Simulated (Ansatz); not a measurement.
CH7AsOSi, SMILES CO[AsH][SiH3], vertical spin-state energies

Program: Ansatz 0.2.0, Python API.

Typed at the interpreter:
```pycon
>>> import ansatz as az
>>> SETTINGS = {
...     "basis_set": "6-31G*",
...     "xc": "r2SCAN",
...     "vdw": "d4",
... }
>>> GEOMETRY = """
... C     0.22500    2.08970   -0.09460
... O    -0.40310    0.85470   -0.08200
... As    0.92810   -0.33810    0.26640
... Si   -0.44660   -2.11270    0.35010
... H    -0.61540    2.87200   -0.33830
... H     0.94010    2.22370   -0.91270
... H     0.65070    2.38800    0.88410
... H     1.29070   -0.55600   -1.24520
... H    -1.30290   -2.03820    1.63660
... H    -1.42230   -2.05410   -0.78070
... H     0.22120   -3.38600    0.33690
... """
>>> system = az.Crystal.molecule()
>>> for line in GEOMETRY.strip().splitlines():
...     symbol, *xyz = line.split()
...     system = system.atom(symbol, [float(v) for v in xyz])
...
>>> calculation = (
...     system.calculation()
...     .basis(gaussian=SETTINGS["basis_set"])  # atom-centred Gaussian functions
...     .functional(SETTINGS["xc"], dispersion=SETTINGS["vdw"])
... )
>>> found = {}
>>> for unpaired in [0, 2]:
...     summary = calculation.spin("collinear", total=unpaired).run().report
...     s = unpaired / 2
...     found[unpaired] = summary["free_energy_ev"]
...     print(f"2S+1 = {unpaired + 1}: E = {found[unpaired]:.5f} eV, <S^2> = {abs(summary['mean_field']['state']['spin_squared']):.3f} (pure state {s * (s + 1):.2f})")
...
2S+1 = 1: E = -71904.93310 eV, <S^2> = 0.000 (pure state 0.00)
2S+1 = 3: E = -71900.95603 eV, <S^2> = 2.006 (pure state 2.00)
>>> lowest = min(found, key=found.get)
>>> for unpaired, e in found.items():
...     print(f"multiplicity {unpaired + 1}: {(e - found[lowest]):.3f} eV above the lowest")
...
multiplicity 1: 0.000 eV above the lowest
multiplicity 3: 3.977 eV above the lowest
```

In order: multiplicity 1 (+0.00 eV) and multiplicity 3 (+3.98 eV), all at the one geometry.

Notes:
- Total energies depend on the basis set; only differences at equal settings carry meaning.
- The geometry is a force-field or estimated start, not a minimum of this method, and the basis set is short of its limit. All parts are taken at fixed geometry, without zero-point energy.
- Timing: 33 s on 1 thread of Arm Neoverse V2, on a shared host, peak memory 0.28 GiB.
